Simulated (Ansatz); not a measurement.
# CH₅BClNO: a ladder of functionals and wavefunction methods

The task here is to estimate one member of a computed series from the others.

The runs use Ansatz 0.2.0, Gaussian basis; functionals in def2-TZVPP, the program's frozen cores in correlated methods.

Levels to be run: LDA (SPW92), PBE-D4, revPBE-D4, BLYP-D4, r2SCAN-D4, B97M-V, PBE0-D4, B3LYP-D4, r2SCANh-D4, r2SCAN0-D4, HSE06-D4, BHLYP-D4, CAM-B3LYP-D4, LC-ωPBE, ωB97X-V, ωB97M-V, B2PLYP, PBE-QIDH; CCSD(T)/def2-SVP; CCSD(T)/def2-TZVPP; MP2/def2-QZVPP; extrapolation to the limit; RPA on PBE.

**Structure used throughout**

The geometry comes from an earlier relaxation with PBE0-D4 in a triple-zeta def2 set; it is a stationary point, not always the lowest conformer.

SMILES `CNB(O)Cl`, 10 atoms, charge 0, spin multiplicity 1.

Atoms are counted from 1 here; the program's logs count them from 0.

Bond lengths: C1–N2 1.441 Å, C1–H6 1.095 Å, C1–H7 1.092 Å, C1–H8 1.094 Å, N2–B3 1.400 Å, N2–H9 1.006 Å, B3–O4 1.361 Å, B3–Cl5 1.778 Å, O4–H10 0.959 Å. Angles: N2–C1–H6 112.0°, N2–C1–H7 110.6°, N2–C1–H8 111.7°, H6–C1–H7 107.1°, H6–C1–H8 108.3°, H7–C1–H8 106.9°, C1–N2–B3 127.9°, C1–N2–H9 114.9°, B3–N2–H9 117.2°, N2–B3–O4 126.0°, N2–B3–Cl5 117.8°, O4–B3–Cl5 116.2°, B3–O4–H10 114.1°.

The first run:

in.yaml reads:

```yaml
crystal:
  periodic: [false, false, false]
  atoms:
    - {symbol: C, position_ang: [-0.842992, -0.960490, 0.094891]}
    - {symbol: N, position_ang: [-0.295200, 0.304731, 0.512823]}
    - {symbol: B, position_ang: [0.807738, 0.982253, -0.021357]}
    - {symbol: O, position_ang: [1.583104, 0.558810, -1.056304]}
    - {symbol: Cl, position_ang: [1.254229, 2.542388, 0.706244]}
    - {symbol: H, position_ang: [-1.866285, -0.859625, -0.280199]}
    - {symbol: H, position_ang: [-0.246333, -1.389927, -0.712478]}
    - {symbol: H, position_ang: [-0.846550, -1.689928, 0.910469]}
    - {symbol: H, position_ang: [-0.778128, 0.743491, 1.278501]}
    - {symbol: H, position_ang: [1.313616, -0.282802, -1.429590]}
basis:
  gaussian: {orbitals: def2-TZVPP}
hamiltonian: {xc: lda}
output: {orbitals: {seedname: orbitals}}
```

Steps of the session up to this table: LDA; PBE-D4 (GGA); revPBE-D4 (GGA); BLYP-D4 (GGA); r2SCAN-D4 (meta-GGA); B97M-V (meta-GGA); PBE0-D4 (hybrid); B3LYP-D4 (hybrid); r2SCANh-D4 (hybrid); r2SCAN0-D4 (hybrid); HSE06-D4 (hybrid); BHLYP-D4 (hybrid); CAM-B3LYP-D4 (range-separated); LC-ωPBE (range-separated); ωB97X-V (range-separated); ωB97M-V (range-separated); B2PLYP (double hybrid); PBE-QIDH (double hybrid).

One of the session's tables, all rows but one given; the rest of the session is left out.

It belongs to the step «Orbital energies across the functionals». 

```
  functional  HOMO (eV)  LUMO (eV)  gap (eV)
 LDA (SPW92)      -6.30      -0.60      5.70
      PBE-D4      -6.15      -0.41      5.74
   revPBE-D4      -6.09      -0.32      5.77
     BLYP-D4      -6.03      -0.44      5.60
   r2SCAN-D4      -6.44       0.27      6.71
      B97M-V      -6.53      -0.19      6.35
     PBE0-D4      -7.55       0.43      7.97
    B3LYP-D4      -7.31       0.07      7.38
  r2SCANh-D4      -6.96       0.52      7.49
  r2SCAN0-D4      -7.75       0.87      8.62
    HSE06-D4          ?          ?         ?
    BHLYP-D4      -8.86       1.03      9.89
CAM-B3LYP-D4      -8.96       1.17     10.13
     LC-ωPBE     -10.35       2.50     12.84
     ωB97X-V      -9.97       2.29     12.26
     ωB97M-V      -9.86       1.84     11.70
```

**Question.** Estimate the row for HSE06-D4.

As computed: HOMO (eV): -7.14; LUMO (eV): 0.06; gap (eV): 7.20. In the column «HOMO (eV)» it lies between B3LYP-D4 (-7.31) and r2SCANh-D4 (-6.96).
